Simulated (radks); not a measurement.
# Spin polarisation of the 5d shell in Ir

One table from this session's results is given with a row withheld; the runs are named, their logs left out.

Method: scalar-relativistic Kohn-Sham, PBEsol, spin-polarised, spherical densities, finite nucleus. Code: radks (a radial shooting solver on a logarithmic mesh, Libxc functionals) version 1.

## What is computed

```
element            : iridium (Z = 77)
charge             : 0
electrons          : 77
configuration      : [Xe] 4f14 5d(up 3.5, down 3.5) 6s2
nuclear rms radius : 5.4032 fm
```

A shell typed twice in an input gives spin up, then spin down.

The first run:

Settings of this run:

```text
Z 77
configuration [Xe] 4f14 5d3.5 5d3.5 6s2
relativity scalar-relativistic
functional pbe_sol,pbe_sol
spin polarised
nucleus finite rms 5.4032 fm
c 137.035999084
```

Among the steps run: No moment.

One table of the session follows, with a row left open; its other results are not shown here.

It belongs to the step «No moment». Radial moments (bohr):

```
level     <r>  outermost maximum (interpolated)  90 % within  nodes
   4s  0.4235                             0.397        0.607      3
   4p  0.4507                             0.418        0.654      2
   4d       ?                                 ?            ?      ?
   5s  0.9776                             0.890         1.40      4
   4f  0.5352                             0.395        0.869      0
   5p   1.134                              1.00         1.65      3
   5d   1.720                              1.30         2.72      2
   6s   2.885                              2.40         4.31      5
```

Q: Estimate the row for 4d from the others.

**Answer.** <r>: 0.4785; outermost maximum (interpolated): 0.426; 90 % within: 0.715; nodes: 1. In the column «<r>» it lies between 4p (0.4507) and 4f (0.5352).
